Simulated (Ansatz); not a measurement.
**CH₅BrGe: one species, many methods**

The task here is to estimate one member of a computed series from the others.

Program: Ansatz 0.2.0, Gaussian basis. Level of theory: functionals in def2-TZVPP, the program's frozen cores in correlated methods. These are calculated values, not measurements.

Plan: LDA (SPW92), PBE-D4, revPBE-D4, BLYP-D4, r2SCAN-D4, B97M-V, PBE0-D4, B3LYP-D4, r2SCANh-D4, r2SCAN0-D4, HSE06-D4, BHLYP-D4, CAM-B3LYP-D4, LC-ωPBE, ωB97X-V, ωB97M-V, B2PLYP, PBE-QIDH; CCSD(T)/def2-SVP; CCSD(T)/def2-TZVPP; MP2/def2-QZVPP; extrapolation to the limit; RPA on PBE.

## The relaxed structure

All runs share one geometry, relaxed beforehand with PBE0-D4 in a triple-zeta def2 set.

SMILES `[GeH3][CH2]Br`, 8 atoms, charge 0, spin multiplicity 1.

Atoms are counted from 1 here; the program's logs count them from 0.

Bond lengths: Ge1–C2 1.963 Å, Ge1–H4 1.534 Å, Ge1–H5 1.534 Å, Ge1–H6 1.540 Å, C2–Br3 1.942 Å, C2–H7 1.088 Å, C2–H8 1.088 Å. Angles: C2–Ge1–H4 109.0°, C2–Ge1–H5 109.0°, C2–Ge1–H6 108.6°, H4–Ge1–H5 110.4°, H4–Ge1–H6 109.9°, H5–Ge1–H6 109.9°, Ge1–C2–Br3 110.6°, Ge1–C2–H7 111.7°, Ge1–C2–H8 111.7°, Br3–C2–H7 106.7°, Br3–C2–H8 106.7°, H7–C2–H8 109.2°.

As a file:

| atom | x (Å) | y (Å) | z (Å) |
| --- | --- | --- | --- |
| Ge1 | -0.56875 | 0.62586 | -0.49272 |
| C2 | 0.49942 | -0.56327 | 0.64666 |
| Br3 | 1.68728 | -1.65777 | -0.43098 |
| H4 | -1.40546 | -0.22476 | -1.45633 |
| H5 | 0.37471 | 1.54725 | -1.27579 |
| H6 | -1.49586 | 1.46584 | 0.40573 |
| H7 | 1.12906 | -0.00245 | 1.33423 |
| H8 | -0.12820 | -1.24781 | 1.21340 |

Set-up of the first run:

in.yaml reads:

```yaml
crystal:
  periodic: [false, false, false]
  atoms:
    - {symbol: Ge, position_ang: [-0.568749, 0.625859, -0.492719]}
    - {symbol: C, position_ang: [0.499424, -0.563269, 0.646663]}
    - {symbol: Br, position_ang: [1.687275, -1.657766, -0.430982]}
    - {symbol: H, position_ang: [-1.405459, -0.224764, -1.456328]}
    - {symbol: H, position_ang: [0.374711, 1.547250, -1.275786]}
    - {symbol: H, position_ang: [-1.495864, 1.465840, 0.405725]}
    - {symbol: H, position_ang: [1.129058, -0.002446, 1.334227]}
    - {symbol: H, position_ang: [-0.128196, -1.247805, 1.213401]}
basis:
  gaussian: {orbitals: def2-TZVPP}
hamiltonian: {xc: lda}
output: {orbitals: {seedname: orbitals}}
```

On the command line:

```sh
> ansatz run in.yaml --threads 4 --pin off --events-out ev --progress --plain --max-ram 10444MiB
```

Among the steps run: LDA; PBE-D4 (GGA); revPBE-D4 (GGA); BLYP-D4 (GGA); r2SCAN-D4 (meta-GGA); B97M-V (meta-GGA); B3LYP-D4 (hybrid); r2SCANh-D4 (hybrid); r2SCAN0-D4 (hybrid); HSE06-D4 (hybrid); BHLYP-D4 (hybrid); CAM-B3LYP-D4 (range-separated); LC-ωPBE (range-separated); ωB97X-V (range-separated); ωB97M-V (range-separated); B2PLYP (double hybrid); PBE-QIDH (double hybrid).

One table of the session follows, with a row left open; its other results are not shown here.

It belongs to the step «Orbital energies across the functionals». 

```
  functional  HOMO (eV)  gap (eV)
 LDA (SPW92)      -6.61      5.11
      PBE-D4      -6.47      5.18
   revPBE-D4      -6.42      5.22
     BLYP-D4      -6.32      5.12
   r2SCAN-D4      -6.76      5.72
      B97M-V      -6.88      5.84
     PBE0-D4          ?         ?
    B3LYP-D4      -7.47      6.89
  r2SCANh-D4      -7.21      6.53
  r2SCAN0-D4      -7.89      7.73
    HSE06-D4      -7.31      6.62
    BHLYP-D4      -8.81      9.46
CAM-B3LYP-D4      -9.03      9.78
     LC-ωPBE     -10.40     12.41
     ωB97X-V     -10.05     11.88
     ωB97M-V      -9.91     11.53
```

Q: Estimate the row for PBE0-D4 from the others.

As computed: HOMO (eV): -7.71; gap (eV): 7.40. In the column «HOMO (eV)» it lies between r2SCAN0-D4 (-7.89) and B3LYP-D4 (-7.47).
